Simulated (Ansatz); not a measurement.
# CHFGa (quartet): wave-function methods side by side at a displaced geometry (v2), cc-pVDZ

Aim: climb from Hartree-Fock through coupled cluster for CHFGa (quartet) at one geometry and basis, and see what each rung misses.

Program: Ansatz 0.2.0, Gaussian basis. Level of theory: cc-pVDZ, core rule «outside noble gas», up to 16 orbitals frozen. These are calculated values, not measurements.

Plan: UHF; CCSD(T) on ROHF; CCSD(T) on UHF; BCCD(T) on ROHF; CISD as a restricted active space (open shells left free, so some higher excitations enter); CCSDT(Q) on ROHF; CCSDT(Q) on UHF.

33 further runs of the same task are left out: 15 that didn't finish, 18 set aside as unsound or not needed. Runs told in other sessions of the task aren't counted.

## 1. The geometry

The geometry is a PBE0/def2-TZVP stationary point (not a proven minimum) with its atoms shifted at random (size 0.100 Å). No spin-orbit coupling is included. The filled d shell of Ga may be among the frozen orbitals whatever the setting's name suggests.

4 atoms, charge 0, spin multiplicity 4.

Atoms are counted from 1 here; the program's logs count them from 0.

Bond lengths: C1–Ga2 1.935 Å, Ga2–F3 1.775 Å, Ga2–H4 1.469 Å. Angles: C1–Ga2–F3 112.8°, C1–Ga2–H4 125.5°, F3–Ga2–H4 119.7°.

In the tables R marks a restricted open-shell determinant and U an unrestricted one; energies count from the table's Hartree-Fock row.

## 2. UHF

File in.yaml:

```yaml
crystal:
  periodic: [false, false, false]
  atoms:
    - {symbol: C, position_ang: [0.129520, -0.853777, 1.655333]}
    - {symbol: Ga, position_ang: [-0.035354, 0.288482, 0.101989]}
    - {symbol: F, position_ang: [0.041266, -0.611729, -1.425856]}
    - {symbol: H, position_ang: [0.124375, 1.748597, 0.095537]}
basis:
  gaussian: {orbitals: cc-pVDZ}
magnetization: {spin_polarized: true, initial_magnetization: 3}
hamiltonian: {xc: hf}
output: {orbitals: {seedname: orbitals}}
```

Command:

```console
$ ansatz run in.yaml --threads 1 --pin off --events-out ev --progress --plain --max-ram 2393MiB
```

The program printed:

```text
Functional definition: HF
  name "HF"
  cite "Fock, Z. Phys. 61, 126 (1930) doi:10.1007/BF01340294"
  parent pbe
  exchange = exact_x
  correlation = 0
632 factors; integrals over basis functions are off by at most 7.6e-4 eV
mean field evaluation 1: about -56079.9676 eV, gradient 2.1e1 eV
mean field evaluation 2: about -56080.0042 eV, gradient 2.1e1 eV
mean field evaluation 4: about -56082.6336 eV, gradient 3.2e0 eV
mean field evaluation 8: about -56082.9280 eV, gradient 7.9e-1 eV
mean field -56082.94744224 eV, -2061.0103041151 hartree, gradient 4.5e-5 eV, S^2 3.754413; 0 other end points of the search recorded, 0 dependent functions left out
reference -56082.94744224 eV, -2061.0103041151 hartree; 25, 22 occupied and 35, 38 virtual orbitals, 632 factors
Total energy: -56082.94744224 eV, -2061.0103041151 hartree
```

Wall time 0.93 s (1 thread of Arm Neoverse V1, shared host).

From the report: ⟨S²⟩ of the determinant 3.754 (pure quartet: 3.75).

## 3. CCSD(T) on ROHF

Edit in.yaml of step 2 so:

```diff
@@ -9,4 +9,4 @@
   gaussian: {orbitals: cc-pVDZ}
-magnetization: {spin_polarized: true, initial_magnetization: 3}
-hamiltonian: {xc: hf}
-output: {orbitals: {seedname: orbitals}}
+magnetization: {spin_polarized: false, initial_magnetization: 3}
+correlation: {method: ccsd_t, electrons: outside_noble_gas}
+output: {forces: true}
```

Launched as before.

The program printed, shortened:

```text
Functional definition: HF
  name "HF"
  cite "Fock, Z. Phys. 61, 126 (1930) doi:10.1007/BF01340294"
  parent pbe
[...]
632 factors; integrals over basis functions are off by at most 7.6e-4 eV
[...]
mean field -56082.90040795 eV, -2061.0085756368 hartree, gradient 1.4e-6 eV, S^2 3.750000; 0 other end points of the search recorded, 0 dependent functions left out
[...]
16 core orbitals not correlated, not the lowest: weight in the atoms' cores, before any rotation towards them, 0.952 or more for the frozen orbitals, at most 0.045 for the correlated occupied ones
reference -56082.90040795 eV, -2061.0085756368 hartree; 9, 6 occupied and 35, 38 virtual orbitals, 632 factors
second order -8.32682509 eV of doubles, -0.03000126 eV of singles
cycle   1  -8.68731600 eV  change   -3.3e-1 eV  update   8.7e-2
[...]
cycle  13  -9.05036524 eV  change   -5.3e-7 eV  update   3.2e-6
perturbative correction -0.17201587 eV, -0.0063214665 hartree
[...]
Total energy: -56092.12278906 eV, -2061.3474918914 hartree
Atom 0 at     0.129520    -0.853777     1.655333 Å, force    -0.134666    -0.336503     0.544323 eV/Å
Atom 1 at    -0.035354     0.288482     0.101989 Å, force     0.391481    -1.497631    -0.500763 eV/Å
Atom 2 at     0.041266    -0.611729    -1.425856 Å, force    -0.192269     0.058010    -0.026506 eV/Å
Atom 3 at     0.124375     1.748597     0.095537 Å, force    -0.064546     1.776125    -0.017053 eV/Å
Dipole moment:    -0.122874     0.378852     0.209663 e Å
```

Wall time 10 s (1 thread of Arm Neoverse V1, shared host).

From the report: correlation -9.2224 eV; T1 0.023; largest double amplitude 0.03.

## 4. CCSD(T) on UHF

Edit in.yaml of step 3 so:

```diff
@@ -9,3 +9,3 @@
   gaussian: {orbitals: cc-pVDZ}
-magnetization: {spin_polarized: false, initial_magnetization: 3}
+magnetization: {spin_polarized: true, initial_magnetization: 3}
 correlation: {method: ccsd_t, electrons: outside_noble_gas}
```

Launched as before.

The program printed, shortened:

```text
Functional definition: HF
  name "HF"
  cite "Fock, Z. Phys. 61, 126 (1930) doi:10.1007/BF01340294"
  parent pbe
[...]
632 factors; integrals over basis functions are off by at most 7.6e-4 eV
[...]
mean field -56082.94744224 eV, -2061.0103041151 hartree, gradient 1.6e-6 eV, S^2 3.754413; 0 other end points of the search recorded, 0 dependent functions left out
16 core orbitals not correlated, not the lowest: weight in the atoms' cores, before any rotation towards them, 0.952 or more for the frozen orbitals, at most 0.045 for the correlated occupied ones
reference -56082.94744224 eV, -2061.0103041151 hartree; 9, 6 occupied and 35, 38 virtual orbitals, 632 factors
second order -8.31597639 eV of doubles, -0.00000000 eV of singles
cycle   1  -8.63746801 eV  change   -3.2e-1 eV  update   8.7e-2
[...]
cycle  14  -9.00591221 eV  change   -1.2e-6 eV  update   1.6e-6
perturbative correction -0.17173400 eV, -0.0063111083 hartree
[...]
Total energy: -56092.12508846 eV, -2061.3475763928 hartree
Atom 0 at     0.129520    -0.853777     1.655333 Å, force    -0.134947    -0.334166     0.541257 eV/Å
Atom 1 at    -0.035354     0.288482     0.101989 Å, force     0.391656    -1.499960    -0.497766 eV/Å
Atom 2 at     0.041266    -0.611729    -1.425856 Å, force    -0.192231     0.058017    -0.026514 eV/Å
Atom 3 at     0.124375     1.748597     0.095537 Å, force    -0.064479     1.776109    -0.016976 eV/Å
Dipole moment:    -0.122885     0.379040     0.209471 e Å
```

It took 9.5 s on 1 thread of Arm Neoverse V1, shared host.

From the report: ⟨S²⟩ of the determinant 3.754 (pure quartet: 3.75); correlation -9.1776 eV; T1 0.022; largest double amplitude 0.03.

## 5. BCCD(T) on ROHF

Edit in.yaml of step 4 so:

```diff
@@ -9,4 +9,3 @@
   gaussian: {orbitals: cc-pVDZ}
-magnetization: {spin_polarized: true, initial_magnetization: 3}
-correlation: {method: ccsd_t, electrons: outside_noble_gas}
-output: {forces: true}
+magnetization: {spin_polarized: false, initial_magnetization: 3}
+correlation: {method: bccd_t, electrons: outside_noble_gas}
```

The command is unchanged.

The program printed, shortened:

```text
Functional definition: HF
  name "HF"
  cite "Fock, Z. Phys. 61, 126 (1930) doi:10.1007/BF01340294"
  parent pbe
[...]
632 factors; integrals over basis functions are off by at most 7.6e-4 eV
[...]
mean field -56082.90040795 eV, -2061.0085756368 hartree, gradient 1.4e-6 eV, S^2 3.750000; 0 other end points of the search recorded, 0 dependent functions left out
[...]
16 core orbitals not correlated, not the lowest: weight in the atoms' cores, before any rotation towards them, 0.952 or more for the frozen orbitals, at most 0.045 for the correlated occupied ones
reference -56082.90040795 eV, -2061.0085756368 hartree; 9, 6 occupied and 35, 38 virtual orbitals, 632 factors
second order -8.32682509 eV of doubles, -0.03000126 eV of singles
cycle   1  -8.68944537 eV  change   -3.3e-1 eV  update   8.7e-2
[...]
cycle  12  -9.02659760 eV  change   -1.1e-5 eV  update   8.5e-6
perturbative correction -0.20131339 eV, -0.0073981306 hartree
Total energy: -56092.12831894 eV, -2061.3476951109 hartree
```

Wall time 3.9 s (1 thread of Arm Neoverse V1, shared host).

From the report: correlation -9.2279 eV; largest double amplitude 0.03.

## 6. CISD as a restricted active space (open shells left free, so some higher excitations enter)

Edit in.yaml of step 5 so:

```diff
@@ -10,2 +10,2 @@
 magnetization: {spin_polarized: false, initial_magnetization: 3}
-correlation: {method: bccd_t, electrons: outside_noble_gas}
+correlation: {active_space: {ras: {orbitals: [6, 3, 35], electrons: 15, max_holes: 2, max_particles: 2}, fixed_orbitals: true}}
```

Same command.

The program printed:

```text
Functional definition: HF
  name "HF"
  cite "Fock, Z. Phys. 61, 126 (1930) doi:10.1007/BF01340294"
  parent pbe
  exchange = exact_x
  correlation = 0
632 factors; integrals over basis functions are off by at most 7.6e-4 eV
mean field evaluation 1: about -56079.5262 eV, gradient 3.0e1 eV
mean field evaluation 2: about -56079.5532 eV, gradient 3.0e1 eV
mean field evaluation 4: about -56082.6971 eV, gradient 3.1e0 eV
mean field evaluation 8: about -56082.8909 eV, gradient 6.1e-1 eV
mean field evaluation 16: about -56082.9004 eV, gradient 1.4e-6 eV
mean field -56082.90040795 eV, -2061.0085756368 hartree, gradient 1.4e-6 eV, S^2 3.750000; 0 other end points of the search recorded, 0 dependent functions left out
reference -56082.90040795 eV, -2061.0085756368 hartree; 25, 22 occupied and 35, 38 virtual orbitals, 632 factors
state -56090.01914586 eV, -2061.2701844300 hartree
Total energy: -56090.01914586 eV, -2061.2701844300 hartree
```

Run time: 24 s. Hardware: 1 thread of Arm Neoverse V1, shared host.

From the report: 579,664 determinants.

## 7. CCSDT(Q) on ROHF

Edit in.yaml of step 6 so:

```diff
@@ -10,2 +10,2 @@
 magnetization: {spin_polarized: false, initial_magnetization: 3}
-correlation: {active_space: {ras: {orbitals: [6, 3, 35], electrons: 15, max_holes: 2, max_particles: 2}, fixed_orbitals: true}}
+correlation: {method: ccsdt_q, electrons: outside_noble_gas}
```

The command is unchanged.

The program printed, shortened:

```text
Functional definition: HF
  name "HF"
  cite "Fock, Z. Phys. 61, 126 (1930) doi:10.1007/BF01340294"
  parent pbe
[...]
1150 factors; integrals over basis functions are off by at most 1.8e-7 eV
[...]
mean field -56082.90065120 eV, -2061.0085845763 hartree, gradient 1.4e-6 eV, S^2 3.750000; 0 other end points of the search recorded, 0 dependent functions left out
[...]
16 core orbitals not correlated, not the lowest: weight in the atoms' cores, before any rotation towards them, 0.952 or more for the frozen orbitals, at most 0.045 for the correlated occupied ones
reference -56082.90065120 eV, -2061.0085845763 hartree; 9, 6 occupied and 35, 38 virtual orbitals, 1150 factors
second order -8.32686311 eV of doubles, -0.03000145 eV of singles
cycle   1  -8.68734360 eV  change   -3.3e-1 eV  update   9.4e-2
[...]
cycle  19  -9.24840568 eV  change    3.0e-7 eV  update   1.7e-6
perturbative correction -0.01726651 eV, -0.0006345326 hartree
Total energy: -56092.16632339 eV, -2061.3490917488 hartree
```

It took 3.7 min on 1 thread of Arm Neoverse V1, shared host; peak memory 1.1 GiB.

From the report: correlation -9.2657 eV; T1 0.023; largest double amplitude 0.03.

## 8. CCSDT(Q) on UHF

Edit in.yaml of step 7 so:

```diff
@@ -9,3 +9,3 @@
   gaussian: {orbitals: cc-pVDZ}
-magnetization: {spin_polarized: false, initial_magnetization: 3}
+magnetization: {spin_polarized: true, initial_magnetization: 3}
 correlation: {method: ccsdt_q, electrons: outside_noble_gas}
```

The command is unchanged.

The program printed, shortened:

```text
Functional definition: HF
  name "HF"
  cite "Fock, Z. Phys. 61, 126 (1930) doi:10.1007/BF01340294"
  parent pbe
[...]
1150 factors; integrals over basis functions are off by at most 1.8e-7 eV
[...]
mean field -56082.94768599 eV, -2061.0103130729 hartree, gradient 2.7e-6 eV, S^2 3.754413; 0 other end points of the search recorded, 0 dependent functions left out
16 core orbitals not correlated, not the lowest: weight in the atoms' cores, before any rotation towards them, 0.952 or more for the frozen orbitals, at most 0.045 for the correlated occupied ones
reference -56082.94768599 eV, -2061.0103130729 hartree; 9, 6 occupied and 35, 38 virtual orbitals, 1150 factors
second order -8.31601415 eV of doubles, -0.00000000 eV of singles
cycle   1  -8.63749484 eV  change   -3.2e-1 eV  update   9.4e-2
[...]
cycle  19  -9.20358719 eV  change    3.0e-7 eV  update   1.6e-6
perturbative correction -0.02035067 eV, -0.0007478733 hartree
Total energy: -56092.17162385 eV, -2061.3492865369 hartree
```

Run time: 3.2 min. Hardware: 1 thread of Arm Neoverse V1, shared host; peak memory 0.9 GiB.

From the report: ⟨S²⟩ of the determinant 3.754 (pure quartet: 3.75); correlation -9.2239 eV; T1 0.023; largest double amplitude 0.03.

## 9. All levels against the top one

The yardstick is UCCSDT(Q), where the cluster series has nearly closed. Rows without a time are mean-field rows or come out of runs for another level: lower rungs of the coupled-cluster runs, or the Hartree-Fock search. The times of RCCSD(T), UCCSD(T) include forces.

Differences are taken before rounding.

```tsv
method	energy from the lowest ROHF (kcal/mol)	from UCCSDT(Q) (kcal/mol)	time
ROHF	0.00	+213.80	
UHF	-1.08	+212.71	
RMP2	-192.71	+21.09	
UMP2	-192.86	+20.94	
RCCSD	-208.71	+5.09	
UCCSD	-208.77	+5.03	
RCCSD(T)	-212.67	+1.13	10 s
UCCSD(T)	-212.73	+1.07	9.5 s
BCCD(T)	-212.80	+1.00	3.9 s
RCCSDT	-213.28	+0.52	
UCCSDT	-213.33	+0.47	
RCCSDT(Q)	-213.68	+0.12	3.7 min
UCCSDT(Q)	-213.80	0	3.2 min
```

Among the levels timed on like hardware and quicker than the yardstick, those that no quicker one beats, quickest first: BCCD(T) (3.9 s, +1.00 kcal/mol).

Not comparable, so not listed: CISD as a restricted active space (open shells left free, so some higher excitations enter) (they don't share determinant, frozen orbitals or solution with the rows shown, or repeat one).

## 10. Outcome

| quantity | value |
| --- | --- |
| UCCSDT(Q) from the ROHF energy | -9.2712 eV |
| RMP2 from UCCSDT(Q) | +21.09 kcal/mol |
| UMP2 from UCCSDT(Q) | +20.94 kcal/mol |
| RCCSD from UCCSDT(Q) | +5.09 kcal/mol |
| RCCSD(T) from UCCSDT(Q) | +1.13 kcal/mol |
| UCCSD(T) from UCCSDT(Q) | +1.07 kcal/mol |
| RCCSDT(Q) from UCCSDT(Q) | +0.12 kcal/mol |
| levels within 1 kcal/mol (43 meV) | BCCD(T), RCCSDT, UCCSDT, RCCSDT(Q) |
| T1 diagnostic | 0.023 |

RCCSD(T) misses by +1.13 kcal/mol, 0.5 % of the correlation energy. These misses are within one basis, not against nature; the frozen cores of restricted and unrestricted runs differ, which can shift their rows.

For cost: BCCD(T) gets within 1.00 kcal/mol in 3.9 s, where UCCSDT(Q) took 3.2 min.
